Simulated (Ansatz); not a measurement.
**MnSe (rocksalt type): a single-point run**

The task is a single-point run on MnSe (rocksalt type). The structure is shown as the input types it.

Method: DFT, PBEsol, all-electron PAW with datasets made for the crystal, scalar-relativistic, in Ansatz 0.2.0.

1 further run of the same task is left out (it didn't finish).

**1. The starting structure**

Symmetry: Fm-3m, No. 225, cubic system. The conventional cell has a = 5.026 Å, b = 5.026 Å, c = 5.026 Å, α = 90.00°, β = 90.00°, γ = 90.00°. Mn (site symmetry m-3m) is surrounded by 6 Se at 2.51 Å. Se (site symmetry m-3m) is surrounded by 6 Mn at 2.51 Å.

Coordinates:

```
Mn Se
1.0
     0.00000    2.51283    2.51283
     2.51283    0.00000    2.51283
     2.51283    2.51283    0.00000
Mn Se
1 1
Direct
  0.00000 0.00000 0.00000
  0.50000 0.50000 0.50000
```

**2. Input and run**

Contents of input.yaml:

```yaml
crystal:
  lattice:
    - [0.0, 2.5128345445, 2.5128345445]
    - [2.5128345445, 0.0, 2.5128345445]
    - [2.5128345445, 2.5128345445, 0.0]
  atoms:
    - { symbol: Mn, position: [0.0, 0.0, 0.0], spin: 3.0 }
    - { symbol: Se, position: [0.5, 0.5, 0.5] }
magnetization:
  spin_polarized: true
kpoints:
  mp_grid: { grid: [15, 15, 15] }
scf:
  occupations: { method: gaussian, width: 1.0 }
  max_iter: 60
hamiltonian:
  xc: pbesol
  pseudopotentials: { kind: all_electron, datasets: crystal }
output:
  forces: true
  stress: true
  eigenvalues: true
```

Launch:

```console
ansatz run input.yaml --threads 1 --pin off --max-ram 3072MiB --backend cpu --events-out ev --progress --plain --runs-dir out
```

Q: Will this input give a usable result? If not, why, and what should change?

The run converged and reported no error, with warnings (crystal datasets made). That alone doesn't make the input a sound one.

In the input, scf.occupations.method is gaussian; scf.occupations.width is 1.0. A smearing of this width stands for electrons at many thousands of kelvin; it empties bonding states and fills antibonding ones.

The test: set scf.occupations.method to fermi_dirac and scf.occupations.width to 0.08.
